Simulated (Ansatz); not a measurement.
# Zr2TeSe: the cost of one run

Method: DFT PBE, scalar-relativistic, plane waves, PAW, in Ansatz 0.2.0.

### 1 The structure to begin with

The structure is hexagonal, space group P-6m2 (No. 187). The conventional cell has a = 3.630 Å, b = 3.630 Å, c = 7.712 Å, α = 90.00°, β = 90.00°, γ = 120.00°. Around Zr (site symmetry 3m) lie 3 Se at 2.77 Å and 3 Te at 2.93 Å. Te (site symmetry -6m2) has 6 Zr at 2.93 Å as nearest neighbours. Se (site symmetry -6m2) has 6 Zr at 2.77 Å as nearest neighbours.

Structure file:

```xyz
4
Lattice="3.6305 0.0000 0.0000 -1.8152 3.1441 0.0000 0.0000 0.0000 7.7124" Properties=species:S:1:pos:R:3 pbc="T T T"
Zr    1.8152    1.0480    1.8073
Zr    1.8152    1.0480    5.9051
Te    0.0000    0.0000    3.8562
Se    0.0000    2.0961    0.0000
```

The start is the relaxed end of an invented cell (made as: species swapped into a database cell of Co2SbAs (P-6m2, No. 187)), taken up again for a closer look.

### 2 Probe: one point on a coarse mesh

File input.yaml:

```yaml
crystal:
  lattice:
    - [3.6304654, 0.0, 0.0]
    - [-1.8152327, 3.1440753, 0.0]
    - [0.0, 0.0, 7.7123786]
  atoms:
    - { symbol: Zr, position: [0.6666667, 0.3333333, 0.234335] }
    - { symbol: Zr, position: [0.6666667, 0.3333333, 0.765665] }
    - { symbol: Te, position: [0.0, 0.0, 0.5] }
    - { symbol: Se, position: [0.3333333, 0.6666667, 0.0] }
basis:
  ecutwfc: 420
kpoints:
  mp_grid: { grid: [6, 6, 2] }
hamiltonian:
  xc: pbe
scf:
  occupations: { method: gaussian, width: 0.1 }
  lower_state_search: "off"
output:
  forces: true
  stress: true
  eigenvalues: true
```

Run with:

```
$ ansatz run input.yaml --threads 1 --pin off --max-ram 3072MiB --backend cpu --events-out ev --progress --plain --runs-dir out
```

What time and memory should one allow on 1 thread of AMD EPYC 9R45 (Zen 5), shared host?

About 1.5 s, with a peak of 0.38 GiB.
